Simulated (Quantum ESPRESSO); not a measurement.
This Quantum ESPRESSO 7.5 run on YGa3F needs a look.

The input pw.in:

```
&CONTROL
  calculation = 'scf'
  prefix = 'pwscf'
  outdir = './tmp'
  pseudo_dir = './pseudo'
  tprnfor = .true.
  tstress = .true.
  disk_io = 'low'
/
&SYSTEM
  ibrav = 0
  nat = 5
  ntyp = 3
  ecutwfc = 56
  ecutrho = 448
  nbnd = 52
  occupations = 'smearing'
  smearing = 'fd'
/
&ELECTRONS
  conv_thr = 1d-09
  electron_maxstep = 75
  mixing_beta = 0.3
/
ATOMIC_SPECIES
Y     88.9058 y_pbe_v1.4.uspp.F.UPF
Ga    69.7230 ga_pbe_v1.4.uspp.F.UPF
F     18.9984 f_pbe_v1.4.uspp.F.UPF
CELL_PARAMETERS angstrom
   4.5991500000    0.0000000000    0.0000000000
   0.0000000000    4.5991500000    0.0000000000
   0.0000000000    0.0000000000    4.5991500000
ATOMIC_POSITIONS crystal
Y      0.0118760000    0.0259240000   -0.0088030000
Ga     0.5136550000    0.0014200000    0.5091250000
Ga    -0.0057550000    0.4982380000    0.4889380000
Ga     0.5226270000    0.4749290000    0.0098700000
F      0.5104060000    0.4953830000    0.4950720000
K_POINTS automatic
3 3 3 0 0 0
HUBBARD {atomic}
U Y-4d 6.2
```

Potentials or basis: GBRV 1.5 PBE.

Command:

```bash
$ OMP_NUM_THREADS=1 pw.x -in pw.in > pw.out
```

pw.out:

```text
This program is part of the open-source Quantum ESPRESSO suite
     for quantum simulation of materials; please cite
         "P. Giannozzi et al., J. Phys.:Condens. Matter 21 395502 (2009);
         "P. Giannozzi et al., J. Phys.:Condens. Matter 29 465901 (2017);
         "P. Giannozzi et al., J. Chem. Phys. 152 154105 (2020);
     in publications or presentations arising from this work. More details at

 %%%%%%%%%%%%%%%%%%%%%%%%%%%%%%%%%%%%%%%%%%%%%%%%%%%%%%%%%%%%%%%%%%%%%%%%%%%%%%
     Error in routine  set_occupations (1):
      smearing requires a value for gaussian broadening (degauss)
 %%%%%%%%%%%%%%%%%%%%%%%%%%%%%%%%%%%%%%%%%%%%%%%%%%%%%%%%%%%%%%%%%%%%%%%%%%%%%%

     stopping ...
```

**Question.** Diagnose the run.

**Answer.** The program refused the input. The input holds a flaw that was put in on purpose: smearing without a width (occupations = smearing; degauss = left out).
